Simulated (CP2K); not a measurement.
# C2H4ClFO2Si (SMILES CC(=O)O[SiH](F)Cl) at GFN2-xTB

What is the vertical ionisation energy of C2H4ClFO2Si at GFN2-xTB? Input form: an ASE script.

The calculation is run with CP2K 2026.2.

1 further run of the same task is left out (it didn't finish).

**1. Starting point**

The species is C2H4ClFO2Si (11 atoms), meant as a singlet with charge 0. SMILES: `CC(=O)O[SiH](F)Cl`. The shape comes from a force field and isn't a relaxed structure. This is one conformer, not always the lowest.

Bond lengths: C1–C2 1.454 Å, C2–O3 1.212 Å, C2–O4 1.384 Å, O4–Si5 1.578 Å, Si5–F6 1.612 Å, Si5–Cl7 2.039 Å, C1–H8 1.040 Å, C1–H9 1.057 Å, C1–H10 1.159 Å, Si5–H11 1.475 Å. Some angles: C1–C2–O3 124.3°, C1–C2–O4 110.9°, O3–C2–O4 124.8°, C2–O4–Si5 125.3°, O4–Si5–F6 109.6°, O4–Si5–Cl7 107.0°, F6–Si5–Cl7 109.3°, C2–C1–H8 112.7°, C2–C1–H9 112.1°, C2–C1–H10 108.1°.

**2. Energy and gradient at GFN2-xTB**

Input file molecule.xyz:

```xyz
11

C     -1.865000     0.323300    -0.348400
C     -0.504900     0.584600     0.094300
O     -0.138500     1.625100     0.596300
O      0.316400    -0.499500    -0.164400
Si     1.834800    -0.613000     0.249100
F      1.942900    -0.954800     1.820300
Cl     2.632300    -2.148000    -0.830800
H     -2.304600    -0.472800     0.156100
H     -1.930100     0.227500    -1.399300
H     -2.509700     1.254300    -0.101000
H      2.591800     0.616300    -0.051600
```

Input file run.py:

```python
import numpy as np
from ase.io import read
from ase.calculators.cp2k import CP2K

atoms = read("molecule.xyz")
atoms.set_cell([17.1, 15.8, 15.2])
atoms.center()
cp2k_input = """
&FORCE_EVAL
    METHOD QUICKSTEP
    &DFT
        CHARGE 0
        MULTIPLICITY 1
        &QS
            METHOD XTB
            EPS_DEFAULT 1.0E-10
            &XTB
                GFN_TYPE TBLITE
                &TBLITE
                    METHOD GFN2
                &END TBLITE
                CHECK_ATOMIC_CHARGES F
            &END XTB
        &END QS
        &POISSON
            PERIODIC NONE
            POISSON_SOLVER ANALYTIC
        &END POISSON
        &SCF
            SCF_GUESS ATOMIC
            EPS_SCF 1.0E-07
            MAX_SCF 150
            ADDED_MOS 8
            &DIAGONALIZATION
                ALGORITHM STANDARD
            &END DIAGONALIZATION
            &MIXING
                METHOD DIRECT_P_MIXING
                ALPHA 0.4
            &END MIXING
            &SMEAR ON
                METHOD FERMI_DIRAC
                ELECTRONIC_TEMPERATURE [K] 300
            &END SMEAR
        &END SCF
        &PRINT
            &MOMENTS
                PERIODIC F
                REFERENCE COM
                MAX_MOMENT 1
            &END MOMENTS
            &MO ON
                ENERGIES T
                OCCUPATION_NUMBERS T
                NDIGITS 6
                &EACH
                    QS_SCF 0
                &END EACH
                ADD_LAST NUMERIC
            &END MO
            &HIRSHFELD OFF
            &END HIRSHFELD
        &END PRINT
    &END DFT
    &SUBSYS
    &END SUBSYS
&END FORCE_EVAL
"""
cp2k = CP2K(command="cp2k.psmp -s", label="job", inp=cp2k_input, basis_set=None, basis_set_file=None, potential_file=None, pseudo_potential=None, xc=None, cutoff=None, max_scf=None, charge=None, uks=False,
            force_eval_method=None, print_level="LOW", poisson_solver=None, stress_tensor=False)
atoms.calc = cp2k
e = atoms.get_potential_energy()
f = atoms.get_forces()
print(f"energy = {e:.6f} eV")
print("forces (eV/angstrom):")
for s, v in zip(atoms.get_chemical_symbols(), f):
    print(f"{s:2s} {v[0]:10.5f} {v[1]:10.5f} {v[2]:10.5f}")
```

On the command line:

```bash
$ OMP_NUM_THREADS=1 python run.py
```

The log of the run:

```text
energy = -697.273499 eV
forces (eV/angstrom):
C    -1.73088    2.97697    0.29030
C     1.16981    0.95139    0.55095
O     0.13815   -1.73237   -0.62826
O    -1.97035    1.09507    0.08946
Si    2.71603   -0.15859   -0.06565
F    -0.10255    0.07413   -0.37893
Cl   -0.45788    0.52714    0.48618
H    -0.55046   -1.53660    0.61515
H     0.09261   -0.47253   -1.02393
H     0.95898   -1.23360   -0.24423
H    -0.26347   -0.49102    0.30897
```

job.out:

```text
CP2K| version string:                                       CP2K version 2026.2
 CP2K| Input file name                                                   job.inp

 GLOBAL| Basis set file name                                           BASIS_SET
 GLOBAL| Potential file name                                           POTENTIAL
 GLOBAL| Coordinate file name                                      __STD_INPUT__
 GLOBAL| Method name                                                        CP2K
 GLOBAL| Project name                                                        job
 GLOBAL| Run type                                                   ENERGY_FORCE
 GLOBAL| FFT library                                                       FFTW3
 GLOBAL| Diagonalization library                                       ScaLAPACK
 GLOBAL| Global print level                                                  LOW
 GLOBAL| Total number of message passing processes                             1
 GLOBAL| Number of threads for this process                                    1
 GLOBAL| CPU model name                          AMD EPYC 9R45 96-Core Processor

 GENERATE|  Preliminary Number of Bonds generated:                             0
 GENERATE|  Achieved consistency in connectivity generation.

 *** WARNING in qs_kind_types.F:2330 :: Information provided in the input ***
[... 8 lines left out ...]
 *** WARNING in qs_kind_types.F:2330 :: Information provided in the input ***
[... 65 lines left out ...]
  Step     Update method      Time    Convergence         Total energy    Change
[... 27 lines left out ...]
  Repulsive potential energy:                                   0.16893172637631
[... 2 lines left out ...]
  Non-self consistent dispersion energy:                        0.00000990898667
[... 4 lines left out ...]
  Total energy:                                               -25.62433070730276
[... 3 lines left out ...]
 TB_DIPOLE| Ref. Point [Bohr]      18.05527646      14.34997809      14.15730496
[... 2 lines left out ...]
 TB_DIPOLE| Derivative [a.u.]       0.00000000       0.00000000       0.00000000
[... 39 lines left out ...]
 -------------------------------------------------------------------------------
```

Run time: 1.4 s. Hardware: 1 thread of AMD EPYC 9R45 (Zen 5), shared host; peak memory 0.19 GiB.

**3. The doublet cation, same level**

molecule.xyz is that of step 2.

Input file job.py:

```python
import numpy as np
from ase.io import read
from ase.calculators.cp2k import CP2K

atoms = read("molecule.xyz")
atoms.set_cell([17.1, 15.8, 15.2])
atoms.center()
inp = """
&FORCE_EVAL
   METHOD QS
   &DFT
      CHARGE 1
      MULTIPLICITY 2
      SPIN_POLARIZED T
      &QS
         METHOD XTB
         EPS_DEFAULT 1.0E-10
         &XTB
            GFN_TYPE TBLITE
            &TBLITE
               METHOD GFN2
            &END TBLITE
            CHECK_ATOMIC_CHARGES F
         &END XTB
      &END QS
      &POISSON
         PERIODIC NONE
         POISSON_SOLVER ANALYTIC
      &END POISSON
      &SCF
         SCF_GUESS ATOMIC
         EPS_SCF 1.0E-07
         MAX_SCF 150
         ADDED_MOS 4
         &DIAGONALIZATION
            ALGORITHM STANDARD
         &END DIAGONALIZATION
         &MIXING
            METHOD DIRECT_P_MIXING
            ALPHA 0.4
         &END MIXING
         &SMEAR ON
            METHOD FERMI_DIRAC
            ELECTRONIC_TEMPERATURE [K] 300
         &END SMEAR
      &END SCF
      &PRINT
         &MOMENTS
            PERIODIC F
            REFERENCE COM
            MAX_MOMENT 1
         &END MOMENTS
         &MO ON
            ENERGIES T
            OCCUPATION_NUMBERS T
            NDIGITS 6
            &EACH
               QS_SCF 0
            &END EACH
            ADD_LAST NUMERIC
         &END MO
         &HIRSHFELD OFF
         &END HIRSHFELD
      &END PRINT
   &END DFT
   &SUBSYS
   &END SUBSYS
&END FORCE_EVAL
"""
cp2k = CP2K(command="cp2k.psmp -s", label="mol", inp=inp, basis_set=None, basis_set_file=None, potential_file=None, pseudo_potential=None, xc=None, cutoff=None, max_scf=None, charge=None, uks=False,
            force_eval_method=None, print_level="LOW", poisson_solver=None, stress_tensor=False)
atoms.calc = cp2k
e = atoms.get_potential_energy()
f = atoms.get_forces()
print(f"energy = {e:.6f} eV")
print("forces (eV/angstrom):")
for s, v in zip(atoms.get_chemical_symbols(), f):
    print(f"{s:2s} {v[0]:10.5f} {v[1]:10.5f} {v[2]:10.5f}")
```

On the command line:

```bash
$ OMP_NUM_THREADS=1 python job.py
```

The log of the run:

```text
energy = -682.493820 eV
forces (eV/angstrom):
C    -1.65505    3.27182    0.47799
C     1.47094    0.52191    0.47581
O    -0.13242   -1.83681   -0.80212
O    -2.19671    1.51065    0.05193
Si    2.47293   -0.49602    1.04044
F    -0.13714    0.23942   -0.91073
Cl   -0.17838    0.23767    0.16504
H    -0.55085   -1.60807    0.72835
H     0.15555   -0.43194   -1.13965
H     0.87886   -1.19341   -0.24718
H    -0.12772   -0.21522    0.16012
```

mol.out:

```text
CP2K| version string:                                       CP2K version 2026.2
 CP2K| Input file name                                                   mol.inp

 GLOBAL| Basis set file name                                           BASIS_SET
 GLOBAL| Potential file name                                           POTENTIAL
 GLOBAL| Coordinate file name                                      __STD_INPUT__
 GLOBAL| Method name                                                        CP2K
 GLOBAL| Project name                                                        mol
 GLOBAL| Run type                                                   ENERGY_FORCE
 GLOBAL| FFT library                                                       FFTW3
 GLOBAL| Diagonalization library                                       ScaLAPACK
 GLOBAL| Global print level                                                  LOW
 GLOBAL| Total number of message passing processes                             1
 GLOBAL| Number of threads for this process                                    1
 GLOBAL| CPU model name                          AMD EPYC 9R45 96-Core Processor

 GENERATE|  Preliminary Number of Bonds generated:                             0
 GENERATE|  Achieved consistency in connectivity generation.

 *** WARNING in qs_kind_types.F:2330 :: Information provided in the input ***
[... 8 lines left out ...]
 *** WARNING in qs_kind_types.F:2330 :: Information provided in the input ***
[... 73 lines left out ...]
  Step     Update method      Time    Convergence         Total energy    Change
[... 49 lines left out ...]
  Repulsive potential energy:                                   0.16893172637631
[... 2 lines left out ...]
  Non-self consistent dispersion energy:                        0.00000990898667
[... 4 lines left out ...]
  Total energy:                                               -25.08118745837903
[... 3 lines left out ...]
 TB_DIPOLE| Ref. Point [Bohr]      18.05527646      14.34997809      14.15730496
[... 2 lines left out ...]
 TB_DIPOLE| Derivative [a.u.]       0.00000000       0.00000000       0.00000000
[... 49 lines left out ...]
 -------------------------------------------------------------------------------
```

Wall time 1.4 s (1 thread of AMD EPYC 9R45 (Zen 5), shared host); peak memory 0.19 GiB.

**4. Results**

Level: GFN2-xTB.

```
                                                      quantity         value
                             singlet C2H4ClFO2Si: total energy  -25.62433 Eh
singlet C2H4ClFO2Si: dipole moment (from atomic charges alone)        2.58 D
                              singlet C2H4ClFO2Si: HOMO energy     -12.04 eV
                              singlet C2H4ClFO2Si: LUMO energy      -7.62 eV
                            singlet C2H4ClFO2Si: HOMO–LUMO gap       4.42 eV
                                  doublet cation: total energy  -25.08119 Eh
            doublet cation: HOMO energy (highest over α and β)     -17.63 eV
             doublet cation: LUMO energy (lowest over α and β)     -17.46 eV
            vertical ionisation energy (to the doublet cation)     14.780 eV
```

What this shows: Removing an electron at fixed nuclei costs 14.78 eV (341 kcal/mol). xTB total energies overstate such differences by several eV unless an empirical shift is taken off; none is applied here. The dipole (singlet C2H4ClFO2Si) comes from point charges on the atoms alone, without atomic dipoles, so it is partial.
